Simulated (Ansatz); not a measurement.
# GaH₂O radical: functionals against CCSD(T) at one geometry

Aim: energy, forces and dipole at a structure displaced at random from a GFN2-xTB minimum, from CCSD(T) and from density functionals.

Method: single points in def2-TZVPP; program: Ansatz 0.2.0, Gaussian basis.

Correlated methods freeze the cores. Filled d shells of the heavier atoms are correlated. Orbitals are unrestricted.

### 1 Starting geometry

4 atoms, charge 0, spin multiplicity 2.

Atoms are counted from 1 here; the program's logs count them from 0.

Bond lengths: O1–Ga2 1.810 Å, O1–H3 0.965 Å, Ga2–H4 1.961 Å. Angles: Ga2–O1–H3 174.6°, O1–Ga2–H4 115.1°.

Geometry (Å):

```tsv
atom	x (Å)	y (Å)	z (Å)
O1	-0.01340	-0.94760	0.32440
Ga2	0.74000	0.68380	0.10510
H3	-0.49520	-1.77720	0.42810
H4	-0.32880	1.96130	-0.92960
```

### 2 CCSD(T)/def2-TZVPP

run/in.yaml

```yaml
crystal:
  periodic: [false, false, false]
  atoms:
    - {symbol: O, position_ang: [-0.013400, -0.947600, 0.324400]}
    - {symbol: Ga, position_ang: [0.740000, 0.683800, 0.105100]}
    - {symbol: H, position_ang: [-0.495200, -1.777200, 0.428100]}
    - {symbol: H, position_ang: [-0.328800, 1.961300, -0.929600]}
basis:
  gaussian: {orbitals: def2-TZVPP}
magnetization: {spin_polarized: true, initial_magnetization: 1}
correlation: {method: ccsd_t}
scf: {omitted_lower_state_checks: [cluster_reference]}
output: {forces: true}
```

The command line of these runs was not kept.

### 3 PBE0-D4/def2-TZVPP

run/in.yaml: that of step 2 with these lines changed.

```diff
@@ -10,4 +10,3 @@
 magnetization: {spin_polarized: true, initial_magnetization: 1}
-correlation: {method: ccsd_t}
-scf: {omitted_lower_state_checks: [cluster_reference]}
-output: {forces: true}
+hamiltonian: {xc: pbe0, dispersion: d4}
+output: {forces: true, orbitals: {seedname: orbitals}}
```

### 4 wB97M-V/def2-TZVPP

run/in.yaml: that of step 3 with these lines changed.

```diff
@@ -10,3 +10,3 @@
 magnetization: {spin_polarized: true, initial_magnetization: 1}
-hamiltonian: {xc: pbe0, dispersion: d4}
-output: {forces: true, orbitals: {seedname: orbitals}}
+hamiltonian: {xc: {name: wB97M-V}}
+output: {forces: true}
```

### 5 r2SCAN-D4/def2-TZVPP

run/in.yaml: that of step 4 with these lines changed.

```diff
@@ -10,3 +10,3 @@
 magnetization: {spin_polarized: true, initial_magnetization: 1}
-hamiltonian: {xc: {name: wB97M-V}}
+hamiltonian: {xc: r2scan, dispersion: d4}
 output: {forces: true}
```

### 6 PBE-D4/def2-TZVPP

run/in.yaml: that of step 5 with these lines changed.

```diff
@@ -10,3 +10,3 @@
 magnetization: {spin_polarized: true, initial_magnetization: 1}
-hamiltonian: {xc: r2scan, dispersion: d4}
+hamiltonian: {xc: pbe, dispersion: d4}
 output: {forces: true}
```

### 7 HSE06-D4/def2-TZVPP

run/in.yaml: that of step 6 with these lines changed.

```diff
@@ -10,3 +10,3 @@
 magnetization: {spin_polarized: true, initial_magnetization: 1}
-hamiltonian: {xc: pbe, dispersion: d4}
+hamiltonian: {xc: hse06, dispersion: d4}
 output: {forces: true}
```

### 8 r2SCAN0-D4/def2-TZVPP

run/in.yaml: that of step 7 with these lines changed.

```diff
@@ -10,3 +10,3 @@
 magnetization: {spin_polarized: true, initial_magnetization: 1}
-hamiltonian: {xc: hse06, dispersion: d4}
+hamiltonian: {xc: {name: r2SCAN0}, dispersion: d4}
 output: {forces: true}
```

(Steps that only read results are left out.)

Q: Predict the outcome of this session. Wanted: energy less free atoms, CCSD(T)/def2-TZVPP; RMS force component; RMS force error; HOMO and LUMO, PBE0-D4; T1 diagnostic.

**Answer**, as computed:

| quantity | value |
| --- | --- |
| energy less free atoms, CCSD(T)/def2-TZVPP | -226.2 kcal/mol |
| RMS force component | 0.479 to 0.681 eV/Å over the methods |
| RMS force error | PBE0-D4 0.066, wB97M-V 0.062, r2SCAN-D4 0.101, PBE-D4 0.261, HSE06-D4 0.065, r2SCAN0-D4 0.121 eV/Å |
| HOMO and LUMO, PBE0-D4 | -6.40 and -3.04 eV |
| T1 diagnostic | 0.020 |

**Reading.** Against CCSD(T) the functionals' energies less atoms differ by -12.0 to -1.5 kcal/mol, PBE-D4 by -12.0 kcal/mol. The reference is not at the basis limit: in triple zeta CCSD(T) underbinds, which counts against methods that bind more; the gaps are no ranking. On forces the order runs from wB97M-V to PBE-D4. Frozen-core CCSD(T) forces in triple zeta carry basis errors of their own, and this is one geometry, so small gaps rank nothing.
